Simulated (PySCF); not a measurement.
# W (W4+): the cost of one run

Programs: PySCF 2.14.0, with routines of our own; each step states its level. All values are computed. Atoms count from 0.

## 1. The starting structure

1 atom, charge 4, states of the metal's open shell are computed; geometry from: free ion.

## 2. Ligand-field states: state-averaged CASSCF

Job settings and geometry (Å):

```
{"job": {"kind": "lf", "basis": {"metal": "x2c-TZVPall", "ligand": "x2c-SVPall"}, "nevpt": true}, "charge": 4, "metal": "W", "open_shell": "d2"}
W      0.000000     0.000000     0.000000
```

Method: state-averaged CASSCF of the metal d shell, SC-NEVPT2 on the averaged canonical orbitals, state-interaction spin-orbit coupling.

Started as:

```sh
$ OMP_NUM_THREADS=1 python lf_run.py task.json out
```

This one command runs all jobs of the session in turn.

**Question.** How long does this first job take on 1 thread of Arm Neoverse V2, shared host, and how much memory does it need?

About 7.4 s, with a peak of 0.23 GiB.
